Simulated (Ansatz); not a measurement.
# CH2BO2: the cost of one run

Program: Ansatz 0.2.0. Level of theory: RKS LDA/def2-SVP. These are calculated values, not measurements.

### 1 The structure to begin with

Bond lengths: O1–C2 1.518 Å, C2–B3 1.518 Å, C2–O4 1.597 Å, B3–O4 1.333 Å, O1–H5 0.963 Å, B3–H6 1.193 Å. Angles: O1–C2–B3 108.9°, O1–C2–O4 106.7°, B3–C2–O4 50.6°, C2–O1–H5 103.9°, C2–B3–O4 67.7°, C2–B3–H6 162.2°, O4–B3–H6 130.0°, C2–O4–B3 61.6°.

As a file:

```xyz
6

O    -0.6287    0.8509   -1.0117
C    -0.7333   -0.1240    0.1471
B     0.5901   -0.1486    0.8908
O     0.4903   -1.1401    0.0048
H    -1.1822    0.4582   -1.6944
H     1.4637    0.1036    1.6634
```

### 2 Relaxing end A

input.yaml reads:

```yaml
crystal:
  periodic: [false, false, false]
  atoms:
    - { symbol: O, position_ang: [-0.62868, 0.85094, -1.01173] }
    - { symbol: C, position_ang: [-0.73326, -0.12402, 0.14714] }
    - { symbol: B, position_ang: [0.59015, -0.14862, 0.89075] }
    - { symbol: O, position_ang: [0.49028, -1.14009, 0.00481] }
    - { symbol: H, position_ang: [-1.18223, 0.45824, -1.69441] }
    - { symbol: H, position_ang: [1.46374, 0.10355, 1.66343] }
total_charge: -1
basis:
  gaussian: { orbitals: def2-SVP }
hamiltonian:
  xc: lda
relax:
  f_tol: 0.015
  max_steps: 40
```

Command:

```bash
$ ansatz run input.yaml --threads 1 --pin off --max-ram 2048MiB --backend cpu --events-out ev --progress --plain --runs-dir out
```

**Question.** How long does this run take on 1 thread of Arm Neoverse V2, shared host, and how much memory does it need?

About 12 s, with a peak of 0.12 GiB.
